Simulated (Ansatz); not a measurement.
LuMnIn:

```xyz
3
Lattice="4.7366 0.0000 0.0000 -2.3683 4.1020 0.0000 0.0000 0.0000 3.4007" Properties=species:S:1:pos:R:3 pbc="T T T"
Lu    0.0000    0.0000    0.0000
In    2.3683    1.3673    1.7004
Mn    0.0000    2.7347    1.7004
```

The cell comes from a database or a generator and needn't be the stable form of this composition.

- Program: Ansatz 0.2.0
- Task: relaxation of cell and atoms
- Functional: PBE
- Potentials or basis: Ansatz PAW
- Cutoff: 420 eV (not typed: the program's choice for these potentials)
- k mesh: 5 × 5 × 6
- Occupations: fermi-dirac, width 0.05 eV
- Spin: collinear spin, ferromagnetic start
- Starting moments: [0.0, 0.0, 4.0] μB
- Hubbard terms: Mn d U = 2 eV

At the start: volume 22.02 Å³/atom.

Problem. Where does the relaxation end?

Solution. It ends after 6 steps and the volume is 22.99 Å³/atom (+4.4 %); space group P-6m2 (No. 187, to 0.05 Å); moment 4.19 μB per cell.

The path:
```
step  energy change (eV)  largest force (eV/Å)  volume (Å³)
   1              0.0000                0.0000        66.07
   2             -0.0207                0.0000        70.53
   3             -0.0275                0.0000        69.10
   4             -0.0277                0.0000        68.98
   5             -0.0286                0.0000        68.98
   6             -0.0286                0.0000        68.98
```

Final structure:
```xyz
3
Lattice="4.8201 0.0000 0.0000 -2.4101 4.1743 0.0000 0.0000 0.0000 3.4285" Properties=species:S:1:pos:R:3 pbc="T T T"
Lu    0.0000    0.0000    0.0000
In    2.4101    1.3914    1.7142
Mn    0.0000    2.7829    1.7142
```

Caveat: the magnetic or orbital state may not be the lowest; the plane-wave basis is chosen anew once the cell has moved, so the energies of steps on either side of that aren't comparable; the U is typed as a test and isn't derived for this compound.
